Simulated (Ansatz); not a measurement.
# BN: the cost of one run

Method: DFT, PBE, plane-wave PAW, default files, scalar-relativistic, as far as a step names no other, in Ansatz 0.2.0.

The COD entry's cell or inner coordinates are ideal or old and differ from later refinements, so a difference from it is no clean test against experiment.

1 further run of the same task is left out (it didn't finish).

## Step 1: The structure to begin with

It takes space group P6_3/mmc (No. 194, hexagonal). The conventional cell has a = 2.498 Å, b = 2.498 Å, c = 6.636 Å, α = 90.00°, β = 90.00°, γ = 120.00°. Around B (site symmetry -6m2) lie 3 N at 1.44 Å. N (site symmetry -6m2) is surrounded by 3 B at 1.44 Å.

As a file:

```
B N
1.0
     2.49824    0.00000    0.00000
    -1.24912    2.16354    0.00000
     0.00000    0.00000    6.63570
B N
2 2
Direct
  0.33333 0.66667 0.25000
  0.66667 0.33333 0.75000
  0.33333 0.66667 0.75000
  0.66667 0.33333 0.25000
```

The earlier run gave: gap on the mesh 4.31 eV, largest force 0.000 eV/Å, pressure 5.1 GPa.

Like atoms gathered into sites:

| site | atoms | first shell | V_zz (10²¹ V/m²) | η | C_Q (MHz) |
| --- | --- | --- | --- | --- | --- |
| B | 1, 2 | 3 N at 1.44 Å | 2.83 | 0.00 | 2.78 (¹¹B) |
| N | 3, 4 | 3 B at 1.44 Å | -0.26 | 0.00 | -0.129 (¹⁴N) |

Conventions: |V_zz| ≥ |V_yy| ≥ |V_xx|, η = (V_xx − V_yy)/V_zz, C_Q = eQV_zz/h. Quadrupole moments are those of Pyykkö's year-2017 table.

## Step 2: Trying other settings (hamiltonian.pseudopotentials = kind: paw_fr, magnetization changed)

input.yaml reads:

```yaml
crystal:
  lattice:
    - [2.49824, 0.0, 0.0]
    - [-1.24912, 2.1635393048, 0.0]
    - [0.0, 0.0, 6.6357]
  atoms:
    - { symbol: B, position: [0.3333333333, 0.6666666667, 0.25] }
    - { symbol: B, position: [0.6666666667, 0.3333333333, 0.75] }
    - { symbol: "N", position: [0.3333333333, 0.6666666667, 0.75] }
    - { symbol: "N", position: [0.6666666667, 0.3333333333, 0.25] }
kpoints:
  mp_grid: { grid: [13, 13, 4] }
scf:
  occupations: { method: fermi_dirac, width: 0.02 }
hamiltonian:
  xc: pbe
  pseudopotentials: { kind: paw_fr }
output:
  forces: true
  stress: true
  populations: true
  efg:
    quadrupole_moments_barn: { B: 0.04059, "N": 0.02044 }
    contact_densities: true
magnetization:
  noncollinear: true
  spin_orbit: true
```

Started as:

```console
> ansatz run input.yaml --threads 1 --pin off --max-ram 3072MiB --backend cpu --events-out ev --progress --plain --runs-dir out
```

What time and memory should one allow on 1 thread of Intel Xeon Platinum 8375C at 2.90GHz (Ice Lake), shared host?

About 14 s, with a peak of 0.49 GiB.
